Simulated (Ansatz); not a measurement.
# C7H14O3SiZr: small, medium and large basis sets

One table from this session's results is given with a row withheld; the runs are named, their logs left out.

The runs use Ansatz 0.2.0, Gaussian basis; one geometry, several basis sets.

Levels to be run: PBE0-D4/def2-SVP; ωB97M-V/def2-SVP; PBE0-D4/def2-QZVPP; ωB97M-V/def2-QZVPP; the functionals' def2-TZVPP values are taken from earlier runs.

### The geometry

An earlier PBE0-D4 in a triple-zeta def2 set relaxation fixed the geometry. Zr takes the def2 core potential; no spin-orbit term is included.

SMILES `C[O][Zr]1234([OH])([O]C)[C@@H]5[C@H]1[C@H]2[C@@]3([SiH3])[C@@H]54`, 26 atoms, charge 0, spin multiplicity 1.

Atoms are counted from 1 here; the program's logs count them from 0.

Bond lengths: C1–O2 1.383 Å, C1–H13 1.099 Å, C1–H14 1.096 Å, C1–H15 1.096 Å, O2–Zr3 1.931 Å, Zr3–O4 1.949 Å, Zr3–O5 1.933 Å, Zr3–C7 2.552 Å, Zr3–C8 2.560 Å, Zr3–C9 2.540 Å, Zr3–C10 2.523 Å, Zr3–C12 2.531 Å, O4–H16 0.953 Å, O5–C6 1.383 Å, C6–H17 1.096 Å, C6–H18 1.096 Å, C6–H19 1.099 Å, C7–C8 1.415 Å and more. Angles: O2–C1–H13 111.4°, O2–C1–H14 110.7°, O2–C1–H15 110.7°, H13–C1–H14 107.8°, H13–C1–H15 107.9°, H14–C1–H15 108.1°, C1–O2–Zr3 162.1°, O2–Zr3–O4 105.8°, O2–Zr3–O5 106.4°, O2–Zr3–C7 104.7°, O2–Zr3–C8 135.9°, O2–Zr3–C9 131.5°, O2–Zr3–C10 98.9°, O2–Zr3–C12 84.7°, O4–Zr3–O5 106.4°, O4–Zr3–C7 139.4°, O4–Zr3–C8 110.1°, O4–Zr3–C9 86.4° and more.

The first run:

in.yaml

```yaml
crystal:
  periodic: [false, false, false]
  atoms:
    - {symbol: C, position_ang: [-1.886591, 0.139262, -2.573488]}
    - {symbol: O, position_ang: [-1.622445, 0.098177, -1.216964]}
    - {symbol: Zr, position_ang: [-0.697863, -0.047814, 0.471617]}
    - {symbol: O, position_ang: [-1.272525, -1.741176, 1.246754]}
    - {symbol: O, position_ang: [-1.412809, 1.343962, 1.606578]}
    - {symbol: C, position_ang: [-1.462932, 2.457632, 2.424823]}
    - {symbol: C, position_ang: [1.438552, 1.312249, 0.157999]}
    - {symbol: C, position_ang: [1.617727, 0.587451, 1.360089]}
    - {symbol: C, position_ang: [1.668780, -0.776919, 1.036850]}
    - {symbol: C, position_ang: [1.512785, -0.925015, -0.370231]}
    - {symbol: Si, position_ang: [1.524065, -2.518013, -1.318788]}
    - {symbol: C, position_ang: [1.385394, 0.388756, -0.898731]}
    - {symbol: H, position_ang: [-0.962681, 0.240106, -3.159224]}
    - {symbol: H, position_ang: [-2.391259, -0.778088, -2.898799]}
    - {symbol: H, position_ang: [-2.535183, 0.989139, -2.816572]}
    - {symbol: H, position_ang: [-1.073015, -2.642678, 1.481358]}
    - {symbol: H, position_ang: [-1.870209, 2.197515, 3.409031]}
    - {symbol: H, position_ang: [-2.103648, 3.232618, 1.987589]}
    - {symbol: H, position_ang: [-0.464392, 2.890748, 2.575804]}
    - {symbol: H, position_ang: [1.340411, 2.385189, 0.072640]}
    - {symbol: H, position_ang: [1.678260, 1.010269, 2.352717]}
    - {symbol: H, position_ang: [1.773598, -1.587546, 1.743763]}
    - {symbol: H, position_ang: [1.133910, -3.631053, -0.413352]}
    - {symbol: H, position_ang: [2.876988, -2.812106, -1.863834]}
    - {symbol: H, position_ang: [0.570671, -2.446913, -2.457086]}
    - {symbol: H, position_ang: [1.234411, 0.634230, -1.940545]}
basis:
  gaussian: {orbitals: def2-SVP}
hamiltonian: {xc: pbe0, dispersion: d4}
output: {orbitals: {seedname: orbitals}}
```

The run is started by

```sh
> ansatz run in.yaml --threads 11 --pin off --events-out ev --progress --plain --max-ram 110592MiB --backend cpu
```

Steps of the session up to this table: PBE0-D4 in def2-SVP; ωB97M-V in def2-SVP; PBE0-D4 in def2-QZVPP; ωB97M-V in def2-QZVPP.

One of the session's tables, all rows but one given; the rest of the session is left out.

It belongs to the step «Functionals by basis». 

```
functional       basis  HOMO (eV)  LUMO (eV)
   PBE0-D4    def2-SVP      -7.06      -0.23
   PBE0-D4  def2-TZVPP      -7.08      -0.31
   PBE0-D4  def2-QZVPP      -7.10      -0.34
   ωB97M-V    def2-SVP          ?          ?
   ωB97M-V  def2-TZVPP      -9.19       1.17
   ωB97M-V  def2-QZVPP      -9.20       0.74
```

Q: Estimate the row for ωB97M-V, def2-SVP from the others.

The run gave: HOMO (eV): -9.17; LUMO (eV): 1.63. In the column «HOMO (eV)» it lies between ωB97M-V, def2-TZVPP (-9.19) and PBE0-D4, def2-QZVPP (-7.10).
